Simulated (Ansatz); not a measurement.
# CHClGaNO (SMILES O=C=[N][GaH][Cl]) at 3 levels

Wanted: a comparison of 3 runs (B2PLYP/6-31G*, B3LYP/6-31G*, wB97X/6-31G*) of CHClGaNO. 

The calculation is run with Ansatz 0.2.0.

153 further runs of the same task are left out: 153 set aside as unsound or not needed. Runs told in other sessions of the task aren't counted.

### Step 1. The molecule

The species is CHClGaNO (6 atoms), meant as a singlet with charge 0. SMILES: `O=C=[N][GaH][Cl]`. The O1–C2 distance was set to 2.094 Å, away from the relaxed value. At this shape a bond of the SMILES string is far longer than usual.

Bond lengths: C2–N3 1.203 Å, N3–Ga4 1.824 Å, Ga4–Cl5 2.132 Å, Ga4–H6 1.540 Å. Angles: C2–N3–Ga4 142.4°, N3–Ga4–Cl5 115.2°, N3–Ga4–H6 121.8°, Cl5–Ga4–H6 123.0°. A long bond or contact: O1–C2 2.094 Å.

### Step 2. A single-point energy at B2PLYP/6-31G(d) (spherical functions) (run 1)

in.yaml

```yaml
crystal:
  periodic: [false, false, false]
  atoms:
    - {symbol: O, position_ang: [-0.706920, -3.539041, -0.879972]}
    - {symbol: C, position_ang: [-0.691800, -1.486000, -0.467600]}
    - {symbol: "N", position_ang: [-0.756800, -0.304700, -0.247900]}
    - {symbol: Ga, position_ang: [0.248500, 1.124400, 0.275700]}
    - {symbol: Cl, position_ang: [2.297400, 0.694600, 0.677800]}
    - {symbol: H, position_ang: [-0.354900, 2.534400, 0.412700]}
basis:
  gaussian: {orbitals: 6-31G_st_-spherical.json}
hamiltonian: {xc: {name: B2PLYP}}
total_charge: 0
correlation: {frozen_orbitals: {C: 1, Cl: 5, Ga: 9, H: 0, "N": 1, O: 1}}
output: {orbitals: {seedname: orbitals}}
accuracy: high
```

The basis set 6-31G* is read from a file made from the Basis Set Exchange's data (not shown).

Run with:

```sh
$ ansatz run in.yaml --threads 1 --pin off --max-ram 3480MiB --events-out events.jsonl --progress --plain --runs-dir runs
```

The log of the run:

```text
Warning: RAYON_NUM_THREADS=1 ignored (pool sized by the plan → 1); use --threads N
Functional definition: B2PLYP
  name "B2PLYP"
  parameter a = 0.53
  parameter c = 0.27
  exchange = (1 - a)*b88_x + a*exact_x
  correlation = (1 - c)*lyp_c + c*(mp2_os + mp2_ss)
1929 factors; integrals over basis functions are off by at most 1.0e-8 eV
mean field evaluation 1: about -69444.2891 eV, gradient 5.5e1 eV
mean field evaluation 2: about -69444.5193 eV, gradient 5.6e1 eV
mean field evaluation 4: about -69448.0525 eV, gradient 4.2e1 eV
mean field evaluation 8: about -69452.6224 eV, gradient 1.8e0 eV
mean field evaluation 16: about -69452.6470 eV, gradient 4.7e-3 eV
mean field evaluation 32: about -69452.6470 eV, gradient 9.9e-8 eV
mean field evaluation 64: about -69439.9290 eV, gradient 1.8e1 eV
mean field -69452.64695214 eV, -2552.3376987964 hartree, gradient 4.2e-8 eV, S^2 0.000000; 0 other end points of the search recorded, 0 dependent functions left out; unrestricted orbitals would lower it
17 core orbitals not correlated: weight in the atoms' cores, before any rotation towards them, 1.000 or more for the frozen orbitals, at most 0.000 for the correlated occupied ones
reference -69452.64697818 eV, -2552.3376997531 hartree; 18, 18 occupied and 59, 59 virtual orbitals, 1929 factors
second order -26.21342371 eV of doubles, -0.00000000 eV of singles
Total energy: -69459.72460258 eV, -2552.5977976525 hartree
```

Run time: 16 s. Hardware: 1 thread of Arm Neoverse V2, shared host; peak memory 0.44 GiB.

### Step 3. The energy at B3LYP/6-31G(d) (spherical functions) (run 2)

job.yaml

```yaml
crystal:
  periodic: [false, false, false]
  atoms:
    - {symbol: O, position_ang: [-0.706920, -3.539041, -0.879972]}
    - {symbol: C, position_ang: [-0.691800, -1.486000, -0.467600]}
    - {symbol: N, position_ang: [-0.756800, -0.304700, -0.247900]}
    - {symbol: Ga, position_ang: [0.248500, 1.124400, 0.275700]}
    - {symbol: Cl, position_ang: [2.297400, 0.694600, 0.677800]}
    - {symbol: H, position_ang: [-0.354900, 2.534400, 0.412700]}
basis:
  gaussian: {orbitals: 6-31G_st_-spherical.json}
hamiltonian: {xc: {name: B3LYP}}
accuracy: high
output: {orbitals: {seedname: orbitals}}
```

The basis set 6-31G* is read from a file made from the Basis Set Exchange's data (not shown).

Run with:

```sh
$ ansatz run job.yaml --threads 1 --pin off --max-ram 3480MiB --events-out events.jsonl --progress --plain --runs-dir runs
```

The log of the run:

```text
Warning: RAYON_NUM_THREADS=1 ignored (pool sized by the plan → 1); use --threads N
Functional definition: B3LYP
  name "B3LYP"
  parameter a0 = 0.2
  parameter ax = 0.72
  parameter ac = 0.81
  exchange = (1 - a0 - ax)*slater_x + ax*b88_x + a0*exact_x
  correlation = (1 - ac)*vwn_rpa_c + ac*lyp_c
1929 factors; integrals over basis functions are off by at most 1.0e-8 eV
mean field evaluation 1: about -69471.4533 eV, gradient 6.2e1 eV
mean field evaluation 2: about -69308.2885 eV, gradient 1.6e2 eV
mean field evaluation 4: about -69456.7399 eV, gradient 9.0e1 eV
mean field evaluation 8: about -69479.2882 eV, gradient 1.8e-1 eV
mean field -69479.38755617 eV, -2553.3203978688 hartree, gradient 6.5e-8 eV, S^2 0.000000; 0 other end points of the search recorded, 0 dependent functions left out
reference -69479.38759699 eV, -2553.3203993691 hartree; 35, 35 occupied and 59, 59 virtual orbitals, 1929 factors
Total energy: -69479.38759699 eV, -2553.3203993691 hartree
```

It took 8.7 s on 1 thread of Arm Neoverse V2, shared host; peak memory 0.35 GiB.

### Step 4. The energy at wB97X/6-31G(d) (spherical functions) (run 3)

molecule.yaml

```yaml
basis:
  gaussian:
    orbitals: 6-31G_st_-spherical.json
crystal:
  periodic: [false, false, false]
  atoms:
    - {symbol: O, position_ang: [-0.706920, -3.539041, -0.879972]}
    - {symbol: C, position_ang: [-0.691800, -1.486000, -0.467600]}
    - {symbol: N, position_ang: [-0.756800, -0.304700, -0.247900]}
    - {symbol: Ga, position_ang: [0.248500, 1.124400, 0.275700]}
    - {symbol: Cl, position_ang: [2.297400, 0.694600, 0.677800]}
    - {symbol: H, position_ang: [-0.354900, 2.534400, 0.412700]}
hamiltonian:
  xc: {name: wB97X}
accuracy: high
output: {orbitals: {seedname: orbitals}}
```

The basis set 6-31G* is read from a file made from the Basis Set Exchange's data (not shown).

Run with:

```sh
$ ansatz run molecule.yaml --threads 1 --pin off --max-ram 3480MiB --events-out events.jsonl --progress --plain --runs-dir runs
```

The log of the run, cut to the lines that bear on the results:

```text
Warning: RAYON_NUM_THREADS=1 ignored (pool sized by the plan → 1); use --threads N
Functional definition: wB97X
  name "wB97X"
[...]
      + exact_x_lr(omega)
[...]
      + integral(e_c_pw_opposite_spin*poly(b97_u_opposite, 1, cos1, cos2, cos3, cos4))
1929 factors; integrals over basis functions are off by at most 1.0e-8 eV
400 factors; integrals over basis functions are off by at most 2.1e-9 eV
[...]
mean field -69477.56763505 eV, -2553.2535170014 hartree, gradient 9.3e-8 eV, S^2 0.000000; 0 other end points of the search recorded, 0 dependent functions left out
reference -69477.56763126 eV, -2553.2535168620 hartree; 35, 35 occupied and 59, 59 virtual orbitals, 1929 factors
Total energy: -69477.56763126 eV, -2553.2535168620 hartree
```

Run time: 37 s. Hardware: 1 thread of Arm Neoverse V2, shared host; peak memory 0.59 GiB.

### Step 5. All runs side by side

| run | level | frozen core orbitals | energy (Eh) | HOMO energy (eV) | LUMO energy (eV) | HOMO–LUMO gap (eV) | wall time |
| --- | --- | --- | --- | --- | --- | --- | --- |
| 1 | B2PLYP/6-31G* (spherical functions) | 17 | -2552.597798 | -9.56 | -1.55 | 8.01 | 16 s |
| 2 | B3LYP/6-31G* (spherical functions) | – | -2553.320399 | -6.86 | -3.52 | 3.34 | 8.7 s |
| 3 | wB97X/6-31G* (spherical functions) | – | -2553.253517 | -9.90 | -0.84 | 9.06 | 37 s |

### Step 6. Summary of results

| quantity | value |
| --- | --- |
| run 3: total energy | -2553.25352 Eh |
| run 3: HOMO energy | -9.90 eV |
| run 3: LUMO energy | -0.84 eV |
| run 3: HOMO–LUMO gap | 9.06 eV |

The HOMO–LUMO gap runs from 3.34 eV (B3LYP/6-31G*) to 9.06 eV (wB97X/6-31G*). Totals of different functionals can't be ranked against each other. In run 1 the log says that unrestricted orbitals would lower the reference, so the values rest on an unstable closed-shell determinant (other closed-shell runs at this shape may share the fault). In all runs a closed-shell determinant meets a far-stretched bond; if it breaks into open shells, such a determinant describes it badly, and no broken-symmetry solution was shown. All runs together took 61 s, the longest 37 s.
